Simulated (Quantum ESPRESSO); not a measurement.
# AlN (P6_3mc) in Quantum ESPRESSO: phonons with LDA

Aim: the phonons of AlN with LDA.

All numbers are computed with Quantum ESPRESSO 7.5; they aren't measurements. Logs are shortened: lines on timing, memory, paths and dates and some standing lists are left out, and cuts for length are marked.

**Experimental background.**

From “Structural and optical properties of self-assembled AlN nanowires grown on SiO2/Si substrates by molecular beam epitaxy”, 2024, arxiv:2402.00216, for a bulk crystal of AlN at 0 K: band gap 6.0343 eV (an exciton energy, a little under the gap).

The results are compared with them further down.

## (1) Starting point

The structure is hexagonal, space group P6_3mc (No. 186). The conventional cell has a = 3.125 Å, b = 3.125 Å, c = 4.969 Å, α = 90.00°, β = 90.00°, γ = 120.00°. Around Al (site symmetry 3m) lie 4 N at 1.89 to 1.90 Å. N (site symmetry 3m) is surrounded by 4 Al at 1.89 to 1.90 Å.

## (2) Phonons, LDA

The input, pw.in:

```
&CONTROL
  calculation = 'scf'
  prefix = 'pwscf'
  outdir = './tmp'
  pseudo_dir = './pseudo'
  tprnfor = .true.
  tstress = .true.
  disk_io = 'low'
/
&SYSTEM
  ibrav = 0
  celldm(1) = 8
  nat = 4
  ntyp = 2
  ecutwfc = 84
  nbnd = 14
  occupations = 'smearing'
  smearing = 'fd'
  degauss = 0.00367493
/
&ELECTRONS
  conv_thr = 8d-10
  electron_maxstep = 120
  mixing_beta = 0.5
/
ATOMIC_SPECIES
Al    26.9815 Al.upf
N     14.0070 N.upf
CELL_PARAMETERS alat
  0.7382810369580   0.0000000000000   0.0000000000000
 -0.3691405184790   0.6393701331424   0.0000000000000
  0.0000000000000   0.0000000000000   1.1737311660686
ATOMIC_POSITIONS crystal
Al     0.3333333333    0.6666666667    0.0000000000
Al     0.6666666667    0.3333333333    0.5000000000
N      0.3333333333    0.6666666667    0.3800000000
N      0.6666666667    0.3333333333    0.8800000000
K_POINTS automatic
8 8 5 0 0 0
```

The input, relax.in:

```
&CONTROL
  calculation = 'relax'
  prefix = 'pwscf'
  outdir = './tmp'
  pseudo_dir = './pseudo'
  tprnfor = .true.
  tstress = .true.
  disk_io = 'low'
  nstep = 40
  forc_conv_thr = 0.0001
  etot_conv_thr = 1d-06
/
&SYSTEM
  ibrav = 0
  celldm(1) = 8
  nat = 4
  ntyp = 2
  ecutwfc = 84
  nbnd = 14
  occupations = 'smearing'
  smearing = 'fd'
  degauss = 0.00367493
/
&ELECTRONS
  conv_thr = 8d-10
  electron_maxstep = 120
  mixing_beta = 0.5
/
&IONS
  ion_dynamics = 'bfgs'
/
ATOMIC_SPECIES
Al    26.9815 Al.upf
N     14.0070 N.upf
CELL_PARAMETERS alat
  0.7382810369580   0.0000000000000   0.0000000000000
 -0.3691405184790   0.6393701331424   0.0000000000000
  0.0000000000000   0.0000000000000   1.1737311660686
ATOMIC_POSITIONS crystal
Al     0.3333333333    0.6666666667    0.0000000000
Al     0.6666666667    0.3333333333    0.5000000000
N      0.3333333333    0.6666666667    0.3800000000
N      0.6666666667    0.3333333333    0.8800000000
K_POINTS automatic
8 8 5 0 0 0
```

The input, scf2.in:

```
&CONTROL
  calculation = 'scf'
  prefix = 'pwscf'
  outdir = './tmp'
  pseudo_dir = './pseudo'
  tprnfor = .true.
  tstress = .true.
  disk_io = 'low'
/
&SYSTEM
  ibrav = 0
  celldm(1) = 8
  nat = 4
  ntyp = 2
  ecutwfc = 84
  nbnd = 14
  occupations = 'fixed'
/
&ELECTRONS
  conv_thr = 1d-13
  electron_maxstep = 120
  mixing_beta = 0.5
  startingpot = 'file'
  startingwfc = 'file'
/
ATOMIC_SPECIES
Al    26.9815 Al.upf
N     14.0070 N.upf
CELL_PARAMETERS alat
  0.7382810369568   0.0000000000000   0.0000000000000
 -0.3691405184784   0.6393701331369   0.0000000000000
  0.0000000000000   0.0000000000000   1.1737311660731
ATOMIC_POSITIONS crystal
Al     0.3333333334    0.6666666668   -0.0014649676
Al     0.6666666668    0.3333333334    0.4985350324
N      0.3333333334    0.6666666668    0.3814649676
N      0.6666666668    0.3333333334    0.8814649676
K_POINTS automatic
8 8 5 0 0 0
```

The input, ph.in:

```
phonons of AlN
&INPUTPH
  prefix = 'pwscf'
  outdir = './tmp'
  tr2_ph = 1d-18
  fildyn = 'dyn'
  niter_ph = 90
  alpha_mix(1) = 0.7
  epsil = .true.
/
0.0000000000 0.0000000000 0.0000000000
```

The input, dynmat.in:

```
&INPUT
  fildyn = 'dyn'
  asr = 'crystal'
  lperm = .true.
  filout = 'dynmat.disp'
  fileig = 'dynmat.eig'
/
```

The input, dynmat_lo.in:

```
&INPUT
  fildyn = 'dyn'
  asr = 'crystal'
  filout = 'dynmat_lo.disp'
  fileig = 'dynmat_lo.eig'
  q(1) = 0
  q(2) = 0
  q(3) = 1
/
```

Potentials or basis: PseudoDojo 0.4.1 SR LDA standard.

On the command line:

```sh
$ OMP_NUM_THREADS=1 mpirun -n 2 pw.x -nk 2 -in pw.in > pw.out
$ OMP_NUM_THREADS=1 mpirun -n 2 pw.x -nk 2 -in relax.in > relax.out
$ OMP_NUM_THREADS=1 mpirun -n 2 pw.x -nk 2 -in scf2.in > scf2.out
$ OMP_NUM_THREADS=1 mpirun -n 2 ph.x -nk 2 -in ph.in > ph.out
$ OMP_NUM_THREADS=1 mpirun -n 1 dynmat.x -in dynmat.in > dynmat.out
$ OMP_NUM_THREADS=1 mpirun -n 1 dynmat.x -in dynmat_lo.in > dynmat_lo.out
```

pw.out:

```text
This program is part of the open-source Quantum ESPRESSO suite
     for quantum simulation of materials; please cite
[... 6 lines left out ...]
     using ibrav=0 with symmetry is DISCOURAGED, use correct ibrav instead

     K-points division:     npool     =       2
     Subspace diagonalization in iterative solution of the eigenvalue problem:
     a serial algorithm will be used

     G-vector sticks info
     --------------------
     sticks:   dense  smooth     PW     G-vecs:    dense   smooth      PW
     Sum         805     805    241                29491    29491    4661

     Using Slab Decomposition

     bravais-lattice index     =            0
     lattice parameter (alat)  =       8.0000  a.u.
     unit-cell volume          =     283.6695 (a.u.)^3
     number of atoms/cell      =            4
     number of atomic types    =            2
     number of electrons       =        16.00
     number of Kohn-Sham states=           14
     kinetic-energy cutoff     =      84.0000  Ry
     charge density cutoff     =     336.0000  Ry
     scf convergence threshold =      8.0E-10
     mixing beta               =       0.5000
     number of iterations used =            8  plain     mixing
     Exchange-correlation= SLA  PW   NOGX NOGC
                           (   1   4   0   0   0   0   0)

     celldm(1)=   8.000000  celldm(2)=   0.000000  celldm(3)=   0.000000
     celldm(4)=   0.000000  celldm(5)=   0.000000  celldm(6)=   0.000000

     crystal axes: (cart. coord. in units of alat)
               a(1) = (   0.738281   0.000000   0.000000 )
               a(2) = (  -0.369141   0.639370   0.000000 )
               a(3) = (   0.000000   0.000000   1.173731 )

     reciprocal axes: (cart. coord. in units 2 pi/alat)
               b(1) = (  1.354498  0.782020 -0.000000 )
               b(2) = (  0.000000  1.564039  0.000000 )
               b(3) = (  0.000000 -0.000000  0.851984 )

     PseudoPot. # 1 for Al read from file:
     Al.upf
     Pseudo is Norm-conserving + core correction, Zval =  3.0
     Generated using ONCVPSP code by D. R. Hamann
     Using radial grid of 1854 points,  6 beta functions with:
                l(1) =   0
                l(2) =   0
                l(3) =   1
                l(4) =   1
                l(5) =   2
                l(6) =   2

     PseudoPot. # 2 for N  read from file:
     N.upf
     Pseudo is Norm-conserving + core correction, Zval =  5.0
     Generated using ONCVPSP code by D. R. Hamann
     Using radial grid of 1058 points,  4 beta functions with:
                l(1) =   0
                l(2) =   0
                l(3) =   1
                l(4) =   1

     atomic species   valence    mass     pseudopotential
     Al                3.00    26.98150     Al( 1.00)
     N                 5.00    14.00700     N ( 1.00)

     12 Sym. Ops. (no inversion) found ( 6 have fractional translation)

   Cartesian axes

     site n.     atom                  positions (alat units)
         1        Al     tau(   1) = (  -0.0000000   0.4262468   0.0000000  )
         2        Al     tau(   2) = (   0.3691405   0.2131234   0.5868656  )
         3        N      tau(   3) = (  -0.0000000   0.4262468   0.4460178  )
         4        N      tau(   4) = (   0.3691405   0.2131234   1.0328834  )

     number of k points=    30  Fermi-Dirac smearing, width (Ry)=  0.0037
                       cart. coord. in units 2pi/alat
        k(    1) = (   0.0000000   0.0000000   0.0000000), wk =   0.0062500
        k(    2) = (   0.0000000   0.0000000   0.1703968), wk =   0.0125000
        k(    3) = (   0.0000000   0.0000000   0.3407935), wk =   0.0125000
        k(    4) = (   0.0000000   0.1955049   0.0000000), wk =   0.0375000
        k(    5) = (   0.0000000   0.1955049   0.1703968), wk =   0.0750000
        k(    6) = (   0.0000000   0.1955049   0.3407935), wk =   0.0750000
[... 22 lines left out ...]
        k(   29) = (   0.3386244   0.7820196   0.1703968), wk =   0.0750000
        k(   30) = (   0.3386244   0.7820196   0.3407935), wk =   0.0750000

     Dense  grid:    29491 G-vectors     FFT dimensions: (  36,  36,  60)

     Initial potential from superposition of free atoms

     starting charge      15.9956, renormalised to      16.0000
     Starting wfcs are   16 randomized atomic wfcs

     Self-consistent Calculation

     iteration #  1     ecut=    84.00 Ry     beta= 0.50
     Davidson diagonalization with overlap
     ethr =  1.00E-02,  avg # of iterations =  4.0

     total energy              =     -51.00786623 Ry
     estimated scf accuracy    <       1.19869686 Ry

     iteration #  2     ecut=    84.00 Ry     beta= 0.50
     Davidson diagonalization with overlap
     ethr =  7.49E-03,  avg # of iterations =  2.0

     total energy              =     -51.34857481 Ry
     estimated scf accuracy    <       0.16208814 Ry

     iteration #  3     ecut=    84.00 Ry     beta= 0.50
     Davidson diagonalization with overlap
     ethr =  1.01E-03,  avg # of iterations =  1.6

     total energy              =     -51.36940548 Ry
     estimated scf accuracy    <       0.01010827 Ry

     iteration #  4     ecut=    84.00 Ry     beta= 0.50
     Davidson diagonalization with overlap
     ethr =  6.32E-05,  avg # of iterations =  6.2

     total energy              =     -51.37213952 Ry
     estimated scf accuracy    <       0.00628140 Ry

     iteration #  5     ecut=    84.00 Ry     beta= 0.50
     Davidson diagonalization with overlap
     ethr =  3.93E-05,  avg # of iterations =  1.3
[... 29 lines left out ...]
     total energy              =     -51.37241032 Ry
     estimated scf accuracy    <          3.7E-09 Ry

     iteration # 10     ecut=    84.00 Ry     beta= 0.50
     Davidson diagonalization with overlap
     ethr =  2.33E-11,  avg # of iterations =  4.0

     total energy              =     -51.37241033 Ry
     estimated scf accuracy    <          2.1E-09 Ry

     iteration # 11     ecut=    84.00 Ry     beta= 0.50
     Davidson diagonalization with overlap
     ethr =  1.29E-11,  avg # of iterations =  2.0

     total energy              =     -51.37241033 Ry
     estimated scf accuracy    <          1.6E-09 Ry

     iteration # 12     ecut=    84.00 Ry     beta= 0.50
     Davidson diagonalization with overlap
     ethr =  9.96E-12,  avg # of iterations =  1.6

     End of self-consistent calculation

          k = 0.0000 0.0000 0.0000 (  3681 PWs)   bands (ev):

    -8.2197  -5.9859   0.7548   5.8757   5.8757   6.5509   6.5509   6.7553
    10.9458  13.1886  17.1930  17.6332  17.6332  19.7589

          k = 0.0000 0.0000 0.1704 (  3681 PWs)   bands (ev):

    -8.0631  -6.2943   1.2955   5.9367   5.9367   5.9439   6.4830   6.4830
    11.5888  13.2908  16.9540  17.5988  17.5988  18.6723

          k = 0.0000 0.0000 0.3408 (  3706 PWs)   bands (ev):

    -7.6161  -6.9608   2.6349   4.3214   6.0999   6.0999   6.3085   6.3085
    12.6758  13.3141  16.7134  17.3215  17.7413  17.7418

          k = 0.0000 0.1955 0.0000 (  3697 PWs)   bands (ev):

    -8.0206  -5.8759   0.9886   5.0057   5.6303   5.7365   6.5147   6.6611
    11.7615  13.9117  16.3813  16.6078  18.1783  19.0871

          k = 0.0000 0.1955 0.1704 (  3707 PWs)   bands (ev):

    -7.8679  -6.1657   1.4762   5.0651   5.3574   5.7067   6.3899   6.4212
    12.1764  13.9938  16.0415  16.6291  18.0934  18.5478

          k = 0.0000 0.1955 0.3408 (  3698 PWs)   bands (ev):

    -7.4333  -6.8008   2.6676   4.0863   5.4788   5.9142   5.9203   6.1864
    13.0506  13.8384  15.8156  16.3498  18.1161  18.2018
[... 11 lines left out ...]
          k = 0.0000 0.3910 0.3408 (  3705 PWs)   bands (ev):

    -6.9330  -6.3790   2.4007   3.0926   4.6642   5.5275   5.6401   5.8914
    12.8638  13.5373  15.6768  16.3285  17.8719  18.5320

          k = 0.0000 0.5865 0.0000 (  3681 PWs)   bands (ev):

    -6.7043  -5.4376   1.8483   2.6452   3.1148   4.7799   5.5879   6.1597
    12.6670  12.9879  14.6796  16.8458  17.7242  18.5568

          k = 0.0000 0.5865 0.1704 (  3684 PWs)   bands (ev):

    -6.5945  -5.5689   1.5390   2.5507   3.5544   4.8894   5.8016   5.9986
    12.2084  12.9228  15.4157  16.5167  18.0902  18.1286

          k = 0.0000 0.5865 0.3408 (  3690 PWs)   bands (ev):

    -6.2958  -5.9038   1.4918   1.9028   4.7355   5.1939   5.6134   5.6646
    12.0474  12.6487  15.7425  16.4353  17.9640  18.5160

          k = 0.0000-0.7820 0.0000 (  3682 PWs)   bands (ev):

    -6.2163  -5.4918   1.3024   2.6097   3.3851   4.6381   4.9514   6.0780
    12.3825  12.4882  14.7993  16.8759  17.4626  18.7176

          k = 0.0000-0.7820 0.1704 (  3674 PWs)   bands (ev):

    -6.1394  -5.5478   1.1009   2.0977   3.9344   4.7513   5.4130   5.9080
    11.8930  12.4761  15.7299  16.1987  17.9124  18.5416

          k = 0.0000-0.7820 0.3408 (  3686 PWs)   bands (ev):

    -5.9419  -5.7125   1.0085   1.3712   4.9599   5.0668   5.5038   5.6523
    11.6912  12.3020  15.6269  16.2500  17.9761  18.6575

          k = 0.1693 0.2933 0.0000 (  3705 PWs)   bands (ev):

    -7.6416  -5.6902   1.4424   4.0712   4.2762   5.4974   6.2065   6.4370
    12.7752  14.7963  15.2881  15.5444  18.0667  18.5193

          k = 0.1693 0.2933 0.1704 (  3695 PWs)   bands (ev):

    -7.4976  -5.9412   1.7829   4.1031   4.2987   5.3417   6.0775   6.3503
    12.8663  14.6676  15.1948  15.7338  17.9781  18.6962

          k = 0.1693 0.2933 0.3408 (  3700 PWs)   bands (ev):

    -7.0907  -6.5086   2.5786   3.4611   4.9137   5.3304   5.7910   5.8808
    13.2652  13.9699  15.5557  15.9343  17.8860  18.3923

          k = 0.1693 0.4888 0.0000 (  3703 PWs)   bands (ev):

    -6.9727  -5.4630   2.2807   2.5960   3.3376   4.7265   5.8264   5.9149
    13.4036  13.6612  14.7855  16.3746  17.4482  18.2208

          k = 0.1693 0.4888 0.1704 (  3691 PWs)   bands (ev):

    -6.8501  -5.6340   1.9655   2.8399   3.6619   4.6409   5.6106   6.1066
    12.9953  13.7287  15.0657  16.4964  17.4687  18.2689

          k = 0.1693 0.4888 0.3408 (  3681 PWs)   bands (ev):
[... 29 lines left out ...]
          k = 0.3386 0.5865 0.3408 (  3673 PWs)   bands (ev):

    -5.9972  -5.7105   1.7609   1.8958   3.5692   4.0451   5.3851   5.9970
    13.1744  13.4859  15.4479  15.8584  17.8373  18.0804

          k = 0.3386 0.7820 0.0000 (  3676 PWs)   bands (ev):

    -5.8683  -5.5305   1.8021   2.9695   3.1177   3.9442   4.5932   4.7086
    11.8547  14.6290  15.9881  16.4585  17.6654  18.3864

          k = 0.3386 0.7820 0.1704 (  3682 PWs)   bands (ev):

    -5.8215  -5.5454   1.7623   2.4606   2.7898   4.2652   4.7209   5.3073
    12.3102  14.5464  15.4177  15.9176  17.9396  18.2449

          k = 0.3386 0.7820 0.3408 (  3667 PWs)   bands (ev):

    -5.7110  -5.6038   1.6497   1.8526   2.9738   3.5862   5.6792   5.9318
    13.1462  13.9492  15.0153  15.2814  18.0713  18.1466

     the Fermi energy is     9.3919 ev

!    total energy              =     -51.37241033 Ry
     estimated scf accuracy    <          3.9E-11 Ry
     smearing contrib. (-TS)   =      -0.00000000 Ry
     internal energy E=F+TS    =     -51.37241033 Ry

     The total energy is F=E-TS. E is the sum of the following terms:
     one-electron contribution =      -2.25881404 Ry
     hartree contribution      =      11.25953704 Ry
     xc contribution           =     -16.97038086 Ry
     ewald contribution        =     -43.40275247 Ry

     convergence has been achieved in  12 iterations

     Forces acting on atoms (cartesian axes, Ry/au):

     atom    1 type  1   force =     0.00000000    0.00000000   -0.00710689
     atom    2 type  1   force =    -0.00000000    0.00000000   -0.00710689
     atom    3 type  2   force =     0.00000000   -0.00000000    0.00710689
     atom    4 type  2   force =     0.00000000    0.00000000    0.00710689

     Total force =     0.014214     Total SCF correction =     0.000000

     Computing stress (Cartesian axis) and pressure

          total   stress  (Ry/bohr**3)                   (kbar)     P=      -68.97
  -0.00056706  -0.00000000   0.00000000          -83.42       -0.00        0.00
  -0.00000000  -0.00056706   0.00000000           -0.00      -83.42        0.00
  -0.00000000  -0.00000000  -0.00027234           -0.00       -0.00      -40.06

=------------------------------------------------------------------------------=
   JOB DONE.
=------------------------------------------------------------------------------=
```

Wall time 7.9 min (2 MPI ranks of AMD EPYC 7R43 (Zen 3), shared host); peak memory 0.2 GiB.

What came out:

```
Free energy                                             : -698.9599 eV
Pressure after relaxing                                 : -7.0 GPa
Band gap on the k mesh                                  : 4.15 eV, direct
Electronic dielectric tensor (diagonal)                 : 4.42, 4.42, 4.62
Born charges (mean of the diagonal)                     : Al +2.57; N -2.57 e
Highest phonon frequency at Γ, LO-TO splitting left out : 711 cm⁻¹
Static dielectric tensor (diagonal)                     : 8.25, 8.25, 9.75
```

Stress tensor (GPa, compression positive):
```
-7.82  0.00  0.00
 0.00 -7.82  0.00
 0.00  0.00 -5.33
```

The path:
| step | energy change (eV) | largest force (eV/Å) | pressure (GPa) |
| --- | --- | --- | --- |
| 1 | 0.0000 | 0.1827 | -6.90 |
| 2 | -0.0020 | 0.0866 | -6.95 |
| 3 | -0.0026 | 0.0033 | -6.99 |
| 4 | -0.0026 | 0.0001 | -6.99 |

Final structure:
```yaml
crystal:
  lattice:
    - [3.12545, 0.00000, 0.00000]
    - [-1.56273, 2.70672, 0.00000]
    - [0.00000, 0.00000, 4.96889]
  atoms:
    - { symbol: Al, position: [0.33333, 0.66667, 0.99854] }
    - { symbol: Al, position: [0.66667, 0.33333, 0.49854] }
    - { symbol: N, position: [0.33333, 0.66667, 0.38146] }
    - { symbol: N, position: [0.66667, 0.33333, 0.88146] }
```

Phonon frequencies in cm⁻¹ (negative: imaginary):
```tsv
q point	frequencies
(0.000, 0.000, 0.000)	0 0 0 243 243 535 596 634 634 648 648 711
```

Electronic dielectric tensor:
```
4.42 0.00 0.00
0.00 4.42 0.00
0.00 0.00 4.62
```

Born effective charge tensors (e):
atom 1, Al
```
2.51 0.00 0.00
0.00 2.51 0.00
0.00 0.00 2.68
```
atom 2, Al
```
2.51 0.00 0.00
0.00 2.51 0.00
0.00 0.00 2.68
```
atom 3, N
```
-2.52  0.00  0.00
 0.00 -2.52  0.00
 0.00  0.00 -2.68
```
atom 4, N
```
-2.52  0.00  0.00
 0.00 -2.52  0.00
 0.00  0.00 -2.68
```

Optical modes at Γ, degenerate ones joined, polar ones without the macroscopic field:
| cm⁻¹ | components | symmetry | active in | IR intensity, summed ((D/Å)²/amu) |
| --- | --- | --- | --- | --- |
| 243 | 2 | E2 | Raman | 0.00 |
| 535 | 1 | B1 | silent | 0.00 |
| 596 | 1 | A1 | IR and Raman | 35.88 |
| 634 | 2 | E2 | Raman | 0.00 |
| 648 | 2 | E1 | IR and Raman | 63.32 |
| 711 | 1 | B1 | silent | 0.00 |

Zone-centre frequencies without and with the macroscopic field along z (cm⁻¹):
|  | optical modes in rising order |
| --- | --- |
| without | 243 243 535 596 634 634 648 648 711 |
| with the field | 243 243 535 634 634 648 648 711 866 |

Static dielectric tensor, electrons and zone-centre modes:
```
8.25 0.00 0.00
0.00 8.25 0.00
0.00 0.00 9.75
```

Caveat: the cell is more than 3 GPa from zero pressure, which shifts response properties; on a mesh that holds Γ this program's dielectric tensor can be off by some percent beyond the error of the mesh.

## (3) How close it comes

Step 2. A measured gap of AlN is 6.0343 eV (an exciton energy, a little under the gap; 0 K; quoted in “Structural and optical properties of self-assembled AlN nanowires grown on SiO2/Si substrates by molecular beam epitaxy”, 2024, arxiv:2402.00216); the calculated 4.15 eV misses it by -1.89 eV. 2 values of this kind are on record (6.034 to 6.0343 eV); this one was drawn at random. The value is that of LDA, without temperature or zero-point motion. Semilocal functionals fall short of measured gaps as a rule.
